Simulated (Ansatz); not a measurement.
# C2H2ClGa (SMILES C#[C][GaH][Cl]): one structure at several levels

Aim: energy, forces and dipole at a structure displaced at random from a GFN2-xTB minimum, from CCSD(T) and from density functionals.

The runs use Ansatz 0.2.0, Gaussian basis; single points in def2-TZVPP.

Cores are frozen in the correlated methods. Filled d shells of the heavier atoms are correlated.

**1. The starting structure**

SMILES `C#[C][GaH][Cl]`, 6 atoms, charge 0, spin multiplicity 1.

Atoms are counted from 1 here; the program's logs count them from 0.

Bond lengths: C1–C2 1.200 Å, C1–H5 1.065 Å, C2–Ga3 1.951 Å, Ga3–Cl4 2.084 Å, Ga3–H6 1.528 Å. Angles: C2–C1–H5 178.2°, C1–C2–Ga3 179.3°, C2–Ga3–Cl4 120.3°, C2–Ga3–H6 118.5°, Cl4–Ga3–H6 121.2°.

Geometry (Å):

```xyz
6
charge 0, multiplicity 1
C     1.80050   -0.56300    0.04240
C     0.66410   -0.17750    0.05740
Ga   -1.18330    0.44920    0.05860
Cl   -2.55750   -0.32630   -1.30280
H     2.80870   -0.90650    0.06340
H    -1.59370    1.51050    1.07850
```

**2. CCSD(T)/def2-TZVPP**

run/in.yaml reads:

```yaml
crystal:
  periodic: [false, false, false]
  atoms:
    - {symbol: C, position_ang: [1.800500, -0.563000, 0.042400]}
    - {symbol: C, position_ang: [0.664100, -0.177500, 0.057400]}
    - {symbol: Ga, position_ang: [-1.183300, 0.449200, 0.058600]}
    - {symbol: Cl, position_ang: [-2.557500, -0.326300, -1.302800]}
    - {symbol: H, position_ang: [2.808700, -0.906500, 0.063400]}
    - {symbol: H, position_ang: [-1.593700, 1.510500, 1.078500]}
basis:
  gaussian: {orbitals: def2-TZVPP}
correlation: {method: ccsd_t}
output: {forces: true}
```

No record of the launch command was kept for these runs.

**3. PBE0-D4/def2-TZVPP**

run/in.yaml: that of step 2 with these lines changed.

```diff
@@ -11,3 +11,3 @@
   gaussian: {orbitals: def2-TZVPP}
-correlation: {method: ccsd_t}
-output: {forces: true}
+hamiltonian: {xc: pbe0, dispersion: d4}
+output: {forces: true, orbitals: {seedname: orbitals}}
```

**4. wB97M-V/def2-TZVPP**

run/in.yaml: that of step 3 with these lines changed.

```diff
@@ -11,3 +11,3 @@
   gaussian: {orbitals: def2-TZVPP}
-hamiltonian: {xc: pbe0, dispersion: d4}
-output: {forces: true, orbitals: {seedname: orbitals}}
+hamiltonian: {xc: {name: wB97M-V}}
+output: {forces: true}
```

**5. r2SCAN-D4/def2-TZVPP**

run/in.yaml: that of step 4 with these lines changed.

```diff
@@ -11,3 +11,3 @@
   gaussian: {orbitals: def2-TZVPP}
-hamiltonian: {xc: {name: wB97M-V}}
+hamiltonian: {xc: r2scan, dispersion: d4}
 output: {forces: true}
```

**6. PBE-D4/def2-TZVPP**

run/in.yaml: that of step 5 with these lines changed.

```diff
@@ -11,3 +11,3 @@
   gaussian: {orbitals: def2-TZVPP}
-hamiltonian: {xc: r2scan, dispersion: d4}
+hamiltonian: {xc: pbe, dispersion: d4}
 output: {forces: true}
```

**7. B97M-V/def2-TZVPP**

run/in.yaml: that of step 6 with these lines changed.

```diff
@@ -11,3 +11,3 @@
   gaussian: {orbitals: def2-TZVPP}
-hamiltonian: {xc: pbe, dispersion: d4}
+hamiltonian: {xc: {name: B97M-V}}
 output: {forces: true}
```

**8. r2SCAN0-D4/def2-TZVPP**

run/in.yaml: that of step 7 with these lines changed.

```diff
@@ -11,3 +11,3 @@
   gaussian: {orbitals: def2-TZVPP}
-hamiltonian: {xc: {name: B97M-V}}
+hamiltonian: {xc: {name: r2SCAN0}, dispersion: d4}
 output: {forces: true}
```

(Steps that only read results are left out.)

Q: Predict the outcome of this session. Wanted: energy less free atoms, CCSD(T)/def2-TZVPP; RMS force component; RMS force error; HOMO and LUMO, PBE0-D4; T1 diagnostic.

As calculated:

```
                                  quantity                                                                                             value
energy less free atoms, CCSD(T)/def2-TZVPP                                                                                        -22.141 eV
                       RMS force component                                                              0.518 to 0.945 eV/Å over the methods
                           RMS force error  PBE0-D4 0.427, wB97M-V 0.518, r2SCAN-D4 0.300, PBE-D4 0.147, B97M-V 0.380, r2SCAN0-D4 0.540 eV/Å
                    HOMO and LUMO, PBE0-D4                                                                                -8.38 and -1.91 eV
                             T1 diagnostic                                                                                             0.013
```

What this shows: Against CCSD(T) the functionals' energies less atoms differ by -0.949 to -0.133 eV, PBE-D4 by -0.949 eV. The reference is not at the basis limit: in triple zeta CCSD(T) underbinds, which counts against methods that bind more; the gaps are no ranking. For forces PBE-D4 does best and r2SCAN0-D4 worst. Frozen-core CCSD(T) forces in triple zeta carry basis errors of their own, and this is one geometry, so small gaps rank nothing.
